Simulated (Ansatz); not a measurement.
# MnHg: which magnetic state does the SCF reach?, part 2 of 2

Is MnHg magnetic at this level, in which order, and do all starts find it? Single-point runs from several starts follow. System: MnHg, the deposited crystal structure (space group Pm-3m, primitive cell doubled); the cell holds 4 atoms. Source: COD entry 1522376, which need not be the ambient phase.

Ansatz 0.2.0; DFT PBEsol, PAW, plane waves, scalar-relativistic.

### 7 Moments +- scaled by 0.4, plain SCF

The input, input.yaml:

```yaml
crystal:
  lattice:
    - [0.0, 3.315, 3.315]
    - [3.315, 0.0, 3.315]
    - [3.315, 3.315, 0.0]
  atoms:
    - { symbol: Mn, position: [0.25, 0.25, 0.25], spin: 1.8 }
    - { symbol: Mn, position: [0.75, 0.75, 0.75], spin: -1.8 }
    - { symbol: Hg, position: [0.0, 0.0, 0.0] }
    - { symbol: Hg, position: [0.5, 0.5, 0.5] }
magnetization:
  spin_polarized: true
hamiltonian:
  xc: pbesol
  pseudopotentials: { kind: paw }
basis:
  ecutwfc: 420
kpoints:
  mp_grid: { grid: [8, 8, 8] }
scf:
  occupations: { method: fermi_dirac, width: 0.1 }
  lower_state_search: "off"
output:
  forces: true
  stress: true
```

Standard output (excerpt; [...] marks lines left out):

```text
[... 9 lines as in an earlier run ...]
Bands: 45, of which v1, the nominal top of the filled ones, is band 35 counted from 1 (34 counted from 0)
[... 12 lines as in an earlier run ...]
Starting moments: Σ|m| = 3.6 μB on 2 of 4 sites
Starting magnetic order: antiferromagnet; a translation exchanges its spin sublattices: spin-degenerate at every k-point
[... 3 lines as in an earlier run ...]
SCF iter   1: F=—  HF=-35073.106810 eV  |F-HF|=—  |Δ(HF+E_count)|=         —  Δρ=8.58e-2 (↑8.58e-2 ↓8.58e-2)  dr2=1.62e1  dr2_m=2.28e0  M=0.000 μB ∫|m|=5.510 μB  β_m=1.00  ethr=3.10e-3  ⟨swp⟩=4.6  Hψ=3992  notcnv=0  defer=7
[...]
[... 1 line as in an earlier run ...]
[...]
spin-set hold released at iteration 5 (site moments contracting): the magnetisation degrees of freedom join the quasi-Newton model from the next iteration; the mixer history was flushed
[...]
SCF iter  12: F=-35072.299495 eV  HF=-35072.299495 eV  |F-HF|=1.66e-9  |Δ(HF+E_count)|=   7.99e-7  Δρ=5.10e-6 (↑5.10e-6 ↓5.10e-6)  dr2=3.24e-8  dr2_m=6.47e-9  M=0.000 μB ∫|m|=8.274 μB  ethr=1.43e-10  ⟨swp⟩=3.1  Hψ=4870  notcnv=0
[...]
SCF converged after 12 iterations
Magnetization: 0.0000 μB (35.0000 up, 35.0000 down)
Absolute magnetization: 8.2969 μB (∫|ρ↑−ρ↓|, with the PAW one-centre terms)
Spin contamination: 3.9634 ħ² per cell (⟨S²⟩ above its minimum at these occupations)
Per-site moments (μB) at R_I (Å): [(3.8805427055284234, 1.1842356130874832), (-3.8805427055284234, 1.1842356130874832), (3.65780875287495e-16, 1.1842356130874832), (-3.65780875287495e-16, 1.1842356130874832)]
Free energy (F): -35072.299495 eV
[...]
E sigma→0 (E₀):  -35072.260122 eV
Entropy (-TS):   -0.078746 eV (-19.686 meV/atom)
Fermi energy:    16.065950 eV
[... 27 lines left out: energy terms, forces, stress ...]
```

Run time: 3.7 s. Hardware: 2 threads of an Arm CPU, shared host; peak memory 0.44 GiB.

This is the state of step 3 again (antiferromagnetic), after 12 iterations.

### 8 A moment on one site alone, plain SCF

input.yaml, as its differences from that of step 7:

```diff
@@ -6,4 +6,4 @@
   atoms:
-    - { symbol: Mn, position: [0.25, 0.25, 0.25], spin: 1.8 }
-    - { symbol: Mn, position: [0.75, 0.75, 0.75], spin: -1.8 }
+    - { symbol: Mn, position: [0.25, 0.25, 0.25] }
+    - { symbol: Mn, position: [0.75, 0.75, 0.75], spin: 4.5 }
     - { symbol: Hg, position: [0.0, 0.0, 0.0] }
```

Standard output (excerpt; [...] marks lines left out):

```text
[... 12 lines as in an earlier run ...]
Magnetic group: BNS 225.116 (UNI 1618), of the structure as read, at distance tolerance 4.2e-5 Å
[... 9 lines as in an earlier run ...]
Starting moments: Σ|m| = 4.5 μB on 1 of 4 sites
[... 2 lines as in an earlier run ...]
SCF iter   1: F=—  HF=-35073.864515 eV  |F-HF|=—  |Δ(HF+E_count)|=         —  Δρ=1.01e-1 (↑1.01e-1 ↓9.91e-2)  dr2=4.09e1  dr2_m=1.57e-2  M=4.494 μB ∫|m|=4.630 μB  β_m=0.30  ethr=3.10e-3  ⟨swp⟩=4.9  Hψ=7963  notcnv=0  defer=5
[...]
[... 1 line as in an earlier run ...]
[...]
spin-set hold released at iteration 12 (the charge has settled, or the pull on large starting moments outlasts its swing): the magnetisation degrees of freedom join the quasi-Newton model from the next iteration; the mixer history was flushed
[...]
SCF iter  23: F=-35072.299495 eV  HF=-35072.299495 eV  |F-HF|=2.91e-10  |Δ(HF+E_count)|=   5.85e-9  Δρ=8.97e-7 (↑8.97e-7 ↓5.42e-7)  dr2=7.22e-10  dr2_m=2.18e-10  M=0.000 μB ∫|m|=8.274 μB  ethr=1.43e-10  ⟨swp⟩=3.1  Hψ=6909  notcnv=0
WARN: the net moment that the starting moments add up to was not kept: the SCF closed with a net magnetisation of 5.0e-6 μB in size, at most 0.1 of the 4.5 μB that the starting moments add up to as vectors. Its absolute magnetisation is 8.3e0 μB, where they sum to 4.5 μB in size (1 site): [...]
SCF converged after 23 iterations
Magnetization: 0.0000 μB (35.0000 up, 35.0000 down)
Absolute magnetization: 8.2968 μB (∫|ρ↑−ρ↓|, with the PAW one-centre terms)
Spin contamination: 3.9634 ħ² per cell (⟨S²⟩ above its minimum at these occupations)
Per-site moments (μB) at R_I (Å): [(-3.8805097509642104, 1.1842356130874832), (3.8805164672417978, 1.1842356130874832), (-5.267669630194147e-8, 1.1842356130874832), (-5.267669613440921e-8, 1.1842356130874832)]
Free energy (F): -35072.299495 eV
[...]
E sigma→0 (E₀):  -35072.260122 eV
Entropy (-TS):   -0.078746 eV (-19.687 meV/atom)
Fermi energy:    16.065965 eV
[... 27 lines left out: energy terms, forces, stress ...]
```

Wall time 9.7 s (2 threads of an Arm CPU, shared host); peak memory 0.44 GiB.

This is the state of step 3 again (antiferromagnetic), after 23 iterations.

### 9 Parallel moments, Broyden mixing, no switch to direct minimisation

input.yaml, as its differences from that of step 8:

```diff
@@ -6,3 +6,3 @@
   atoms:
-    - { symbol: Mn, position: [0.25, 0.25, 0.25] }
+    - { symbol: Mn, position: [0.25, 0.25, 0.25], spin: 4.5 }
     - { symbol: Mn, position: [0.75, 0.75, 0.75], spin: 4.5 }
@@ -22,2 +22,4 @@
   lower_state_search: "off"
+  algorithm: density_mixing
+  mixing: { algorithm: broyden, beta: 0.3 }
 output:
```

Standard output (excerpt; [...] marks lines left out):

```text
[... 22 lines as in an earlier run ...]
Starting moments: Σ|m| = 9 μB on 2 of 4 sites
[... 2 lines as in an earlier run ...]
SCF iter   1: F=—  HF=-35073.792400 eV  |F-HF|=—  |Δ(HF+E_count)|=         —  Δρ=7.33e-2 (↑3.30e-2 ↓7.33e-2)  dr2=9.83e0  dr2_m=4.95e-1  M=7.394 μB ∫|m|=7.726 μB  β_m=0.30  ethr=3.10e-3  ⟨swp⟩=6.2  Hψ=9145  notcnv=0  defer=25
[...]
[... 1 line as in an earlier run ...]
[...]
[... 1 line as in an earlier run ...]
[...]
SCF iter  14: F=-35072.105957 eV  HF=-35072.105957 eV  |F-HF|=1.00e-8  |Δ(HF+E_count)|=   3.87e-7  Δρ=4.32e-6 (↑4.00e-6 ↓4.32e-6)  dr2=3.59e-8  dr2_m=2.25e-10  M=7.765 μB ∫|m|=8.220 μB  ethr=1.43e-10  ⟨swp⟩=2.8  Hψ=9739  notcnv=0
[...]
this state was not tested for a lower state beside it, because the mixer in use, unlike msr1, does not test its closes by its own steps (another_mixer; see scf.mixing.algorithm and scf.lower_state_search)
SCF converged after 14 iterations
Magnetization: 7.7650 μB (38.8825 up, 31.1175 down)
Absolute magnetization: 8.2283 μB (∫|ρ↑−ρ↓|, with the PAW one-centre terms)
Spin contamination: 0.2708 ħ² per cell (⟨S²⟩ above its minimum at these occupations)
Per-site moments (μB) at R_I (Å): [(3.8435959280831735, 1.1842356130874832), (3.8435959280831735, 1.1842356130874832), (-0.02490047219391031, 1.1842356130874832), (-0.02490047219391031, 1.1842356130874832)]
Free energy (F): -35072.105957 eV
[...]
E sigma→0 (E₀):  -35072.052660 eV
Entropy (-TS):   -0.106594 eV (-26.649 meV/atom)
Fermi energy:    16.056738 eV
[... 27 lines left out: energy terms, forces, stress ...]
```

Run time: 6.7 s. Hardware: 2 threads of an Arm CPU, shared host; peak memory 0.44 GiB.

This is the state of step 2 again (ferromagnetic), after 14 iterations.

### 10 All ends together

```
step  iterations  state  moments of Mn1 Mn2 (μB)  total (μB)  gap (eV)  pressure (GPa)  above lowest (meV/atom)
   2          10      2                3.84 3.84        7.76      none            -5.2                     48.4
   3          10      1               3.88 -3.88        0.00      none            -6.3                      0.0
   4           7      3                0.00 0.00        0.00      none           -20.1                      726
   5          13      2                3.84 3.84        7.77      none            -5.2                     48.4
   6          17      2                3.84 3.84        7.77      none            -5.2                     48.4
   7          12      1               3.88 -3.88        0.00      none            -6.3                      0.0
   8          23      1               -3.88 3.88        0.00      none            -6.3                      0.0
   9          14      2                3.84 3.84        7.77      none            -5.2                     48.4
```

States are numbered from the lowest. Starts by step: 2 parallel moments, plain SCF; 3 opposed moments +-, plain SCF; 4 no spin polarisation; 5 spin on, no moments given (the program may seed its own), plain SCF; 6 parallel moments scaled by 0.03, plain SCF; 7 moments +- scaled by 0.4, plain SCF; 8 a moment on one site alone, plain SCF; 9 parallel moments, Broyden mixing, no switch to direct minimisation.

The 8 runs of this session took 49 s in all, from 2.3 s to 9.7 s each.

Decimal logarithm of the largest residual (eV) by iteration, counted through all cycles of a run (7 of the 8 runs):

```
iteration  step 2  step 3  step 4  step 5  step 6  step 7  step 8
        1     1.0     1.0    -0.7     2.1     1.2     1.2     1.6
        2     0.2     0.2    -1.8     0.9     0.3     0.2     2.2
        3    -0.1    -0.1    -3.3     0.3     0.0    -0.2     1.0
        4    -1.3    -1.3    -4.9     1.5    -0.2    -1.1     0.4
        5    -1.8    -1.7    -5.9    -0.4     0.0    -0.9     0.0
        7    -3.8    -3.7    -7.9    -1.2    -0.5    -0.6    -0.2
        9    -6.0    -6.1       -    -3.4    -0.8    -3.7     0.2
       11       -       -       -    -5.4    -1.0    -5.3     0.2
       13       -       -       -    -8.5    -2.9       -     0.0
       15       -       -       -       -    -5.2       -    -0.7
       17       -       -       -       -    -7.5       -    -1.9
       19       -       -       -       -       -       -    -3.8
       21       -       -       -       -       -       -    -6.2
       23       -       -       -       -       -       -    -9.1
```

### 11 Results

This closing draws on all 2 parts.

```
                      quantity                                                     value
               distinct states                                   3 from 8 converged runs
lowest state from plain starts                                         antiferromagnetic
                   its moments                                    Mn1 -3.88, Mn2 3.88 μB
                  total moment                                          0.00 μB per cell
             gap on the k-mesh                                                      none
                      pressure                                                  -6.3 GPa
                 largest force                                                0.000 eV/Å
                    next state                       ferromagnetic, 48.4 meV/atom higher
                 highest state  non-magnetic (no spin polarisation), 726 meV/atom higher
```

What this shows: The 8 converged runs end in 3 distinct states. Switching spin polarisation off costs 726 meV/atom in free energy, smearing entropy included. The best ferromagnetic state lies 48.4 meV/atom above the best antiferromagnetic one. These are lowest states among those tried, not proven ground states.
